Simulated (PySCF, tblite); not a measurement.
# C₂H₁₂NPSi₂: geometry, infrared bands and NMR shifts

Wanted: the infrared bands and NMR shifts of C₂H₁₂NPSi₂ (`[SiH3]NCC[SiH2]P`), by calculation.

Computed with tblite 0.8.0 and PySCF 2.14.0, with density-fitted response routines of our own, on a single molecule in the gas phase. Atoms count from 0, in the outputs and in this text.

### Step 1. The starting structure

18 atoms, charge 0, multiplicity 1; geometry from: force field or distance geometry start.

Bonds of the start (Å): Si0–N1 1.75, N1–C2 1.43, C2–C3 1.51, C3–Si4 1.83, Si4–P5 2.20, Si0–H6 1.48, Si0–H7 1.48, Si0–H8 1.47, N1–H9 1.02, C2–H10 1.12, C2–H11 1.12, C3–H12 1.13, C3–H13 1.12, Si4–H14 1.48, Si4–H15 1.49, P5–H16 1.46, P5–H17 1.46.

### Step 2. Relaxing the molecule with GFN2-xTB

Job settings and geometry (Å):

```
{"job": {"kind": "relax", "xc": "GFN2-xTB", "basis": "xTB"}, "charge": 0, "multiplicity": 1}
Si     2.074600     0.866000     0.239100
N      1.467200    -0.351400    -0.869100
C      0.856100    -1.489800    -0.249600
C     -0.349900    -1.077400     0.553900
Si    -1.658200    -0.238800    -0.416800
P     -2.227800     1.649900     0.561800
H      2.864800     0.301000     1.354800
H      0.916000     1.529000     0.874500
H      2.888400     1.865700    -0.468300
H      1.045300    -0.024300    -1.733300
H      0.544400    -2.272600    -0.989600
H      1.568500    -1.943600     0.478900
H     -0.784100    -2.024200     0.999200
H     -0.107600    -0.402300     1.410800
H     -1.295900    -0.043500    -1.834600
H     -2.872500    -1.095500    -0.400700
H     -3.613200     2.018700     0.286600
H     -1.324500     2.739600     0.190700
```

The run is started by

```bash
$ OMP_NUM_THREADS=1 python probes_run.py task.json out
```

One launch serves the whole session: the jobs run in the order shown.

**Question.** This job is followed by: GFN2-xTB harmonic vibrations, gas phase; GIAO PBE0/pcSseg-1 NMR shielding, non-relativistic, gas phase. What will the session give for the following? strongest single infrared mode (GFN2-xTB); zero-point energy (GFN2-xTB); 13C shifts against TMS (PBE0/pcSseg-1); 1H shifts against TMS (PBE0/pcSseg-1, means over atoms taken as alike); 29Si shifts against TMS (PBE0/pcSseg-1); 15N shifts against NH3 (PBE0/pcSseg-1); 31P shifts against H3PO4 (PBE0/pcSseg-1).

**Answer**, as computed:

```
                                                              quantity                                    value
                             strongest single infrared mode (GFN2-xTB)                     815 cm⁻¹, 429 km/mol
                                          zero-point energy (GFN2-xTB)                            81.2 kcal/mol
                                13C shifts against TMS (PBE0/pcSseg-1)                           47.4, 19.8 ppm
1H shifts against TMS (PBE0/pcSseg-1, means over atoms taken as alike)  4.66, 4.38, 3.15, 1.21, 1.19, -0.12 ppm
                               29Si shifts against TMS (PBE0/pcSseg-1)                         -49.1, -57.4 ppm
                                15N shifts against NH3 (PBE0/pcSseg-1)                                 31.0 ppm
                              31P shifts against H3PO4 (PBE0/pcSseg-1)                               -292.6 ppm
```

**Reading.** Relaxing lowered the energy by 1.041 eV in 190 steps; the close pair that moved most is P5–H17, from 1.463 to 1.384 Å. All 48 modes are real, so the xTB geometry is a minimum. The strongest single mode, at 815 cm⁻¹, is spread over several atoms, H6, H7, H8 among them. GFN2-xTB is a fitted tight-binding method: band positions and strengths are rough. Its intensities can rank the bands wrongly. C2 (sp3 CH2 bonded to N) lies farthest downfield among carbon, at 47.4 ppm; deshielded by the electronegative neighbour. At PBE0/pcSseg-1: The largest span, 142 ppm, is at P5, where the paramagnetic term is -357 ppm.
